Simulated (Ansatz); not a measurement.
# CHFGa (quartet): the correlation ladder, cc-pVDZ

One table from this session's results is given with a row withheld; the runs are named, their logs left out.

Program: Ansatz 0.2.0, Gaussian basis. Level of theory: cc-pVDZ, core rule «outside noble gas», up to 16 orbitals frozen. These are calculated values, not measurements.

To be run: UHF; CCSD(T) on ROHF; CCSD(T) on UHF; BCCD(T) on ROHF; CISD as a restricted active space (open shells left free, so some higher excitations enter); CCSDT(Q) on ROHF; CCSDT(Q) on UHF.

33 further runs of the same task are left out: 15 that didn't finish, 18 set aside as unsound or not needed. Runs told in other sessions of the task aren't counted.

### The system

The geometry is a PBE0/def2-TZVP stationary point (not a proven minimum). No spin-orbit coupling is included. The filled d shell of Ga may be among the frozen orbitals whatever the setting's name suggests.

4 atoms, charge 0, spin multiplicity 4.

Atoms are counted from 1 here; the program's logs count them from 0.

Bond lengths: C1–Ga2 1.933 Å, Ga2–F3 1.750 Å, Ga2–H4 1.548 Å. Angles: C1–Ga2–F3 114.3°, C1–Ga2–H4 126.5°, F3–Ga2–H4 119.1°.

Geometry (Å):

```
C     0.0000   -0.8533    1.6641
Ga    0.0000    0.2806    0.0992
F     0.0000   -0.5872   -1.4205
H     0.0000    1.8284    0.0827
```

Set-up of the first run:

File in.yaml:

```yaml
crystal:
  periodic: [false, false, false]
  atoms:
    - {symbol: C, position_ang: [0.000000, -0.853315, 1.664130]}
    - {symbol: Ga, position_ang: [0.000000, 0.280570, 0.099192]}
    - {symbol: F, position_ang: [0.000000, -0.587217, -1.420473]}
    - {symbol: H, position_ang: [0.000000, 1.828378, 0.082706]}
basis:
  gaussian: {orbitals: cc-pVDZ}
magnetization: {spin_polarized: true, initial_magnetization: 3}
hamiltonian: {xc: hf}
output: {orbitals: {seedname: orbitals}}
```

Run with:

```sh
> ansatz run in.yaml --threads 1 --pin off --events-out ev --progress --plain --max-ram 2393MiB
```

Among the steps run: UHF; CCSD(T) on ROHF; CCSD(T) on UHF; BCCD(T) on ROHF; CISD as a restricted active space (open shells left free, so some higher excitations enter); CCSDT(Q) on ROHF; CCSDT(Q) on UHF.

One of the session's tables, all rows but one given; the rest of the session is left out.

```
   method  from UCCSDT(Q) (kcal/mol)
     ROHF                    +213.71
      UHF                    +212.62
     RMP2                     +21.19
     UMP2                     +21.05
    RCCSD                      +5.08
    UCCSD                      +5.02
 RCCSD(T)                      +1.12
 UCCSD(T)                      +1.07
  BCCD(T)                      +0.99
   RCCSDT                      +0.52
   UCCSDT                      +0.46
RCCSDT(Q)                          ?
UCCSDT(Q)                          0
```

Estimate the missing values for RCCSDT(Q).

The run gave: from UCCSDT(Q) (kcal/mol): +0.12. In the column «from UCCSDT(Q) (kcal/mol)» it lies between UCCSDT(Q) (0) and UCCSDT (+0.46).

Not comparable, so not listed: CISD as a restricted active space (open shells left free, so some higher excitations enter) (they don't share determinant, frozen orbitals or solution with the rows shown, or repeat one).

Caveats from the session: Restricted and unrestricted rows rest on different reference determinants; a gap between their highest levels can come from leftover correlation error, from unlike frozen cores or from another state.
